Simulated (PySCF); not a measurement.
# CNNaO, a cluster of ions: interaction energy

One table from this session's results is given with a row withheld; the runs are named, their logs left out.

Computed with PySCF 2.14.0; each step states its level. No surroundings beyond the atoms listed, unless a continuum is named. Atoms count from 0, parts from 1.

## The system as given

4 atoms, charge 0, multiplicity 1; geometry: GFN2-xTB. Parts: 1 = atom 0, `[Na+]`, charge 1; 2 = atoms 1–3, `[N-]=C=O`, charge -1.

The first run:

What the job is given:

```
{"job": {"xc": "PBE0", "basis": "def2-TZVPD", "d3": "d3bj", "grid": 3, "kind": "geom", "shake": 0.01}, "charge": 0, "multiplicity": 1, "parts": [{"atoms": "0-0", "charge": 1, "multiplicity": 1}, {"atoms": "1-3", "charge": -1, "multiplicity": 1}]}
Na     0.293421    -0.677702    -0.899639
N      0.401882    -1.313490     0.952960
C      0.467557    -1.702881     2.055189
O      0.600937    -2.088617     3.165097
```

Command:

```sh
$ OMP_NUM_THREADS=1 python cluster_run.py task.json out
```

One launch serves the whole session: the jobs run in the order shown.

Steps of the session up to this table: Geometry optimisation at PBE0-D3(BJ)/def2-TZVPD; Coupled-cluster interaction energy: CCSD(T) and MP2, 2.07 Å; Coupled-cluster interaction energy: CCSD(T) and MP2, 2.18 Å; Coupled-cluster interaction energy: CCSD(T) and MP2, 2.28 Å; Coupled-cluster interaction energy: CCSD(T) and MP2, 1.97 Å; Coupled-cluster interaction energy: CCSD(T) and MP2, 2.59 Å; Coupled-cluster interaction energy: CCSD(T) and MP2, 1.87 Å; Coupled-cluster interaction energy: CCSD(T) and MP2, 3.11 Å; Coupled-cluster interaction energy: CCSD(T) and MP2, 4.15 Å.

One table of the session follows, with a row left open; its other results are not shown here.

It belongs to the step «Coupled-cluster interaction energy: CCSD(T) and MP2, 4.15 Å». 

```
                 method  interaction energy (kcal/mol)
         HF/aug-cc-pVDZ                         -73.47
        MP2/aug-cc-pVDZ                         -73.92
       CCSD/aug-cc-pVDZ                         -73.73
    CCSD(T)/aug-cc-pVDZ                              ?
         HF/aug-cc-pVQZ                         -73.56
        MP2/aug-cc-pVQZ                         -73.83
    SCS-MP2/aug-cc-pVQZ                         -73.76
      MP2, extrapolated                         -73.81
CCSD(T), limit estimate                         -73.80
```

Q: Estimate the row for CCSD(T)/aug-cc-pVDZ from the others.

**Answer.** interaction energy (kcal/mol): -73.91. In the column «interaction energy (kcal/mol)» it lies between MP2/aug-cc-pVDZ (-73.92) and MP2/aug-cc-pVQZ (-73.83).
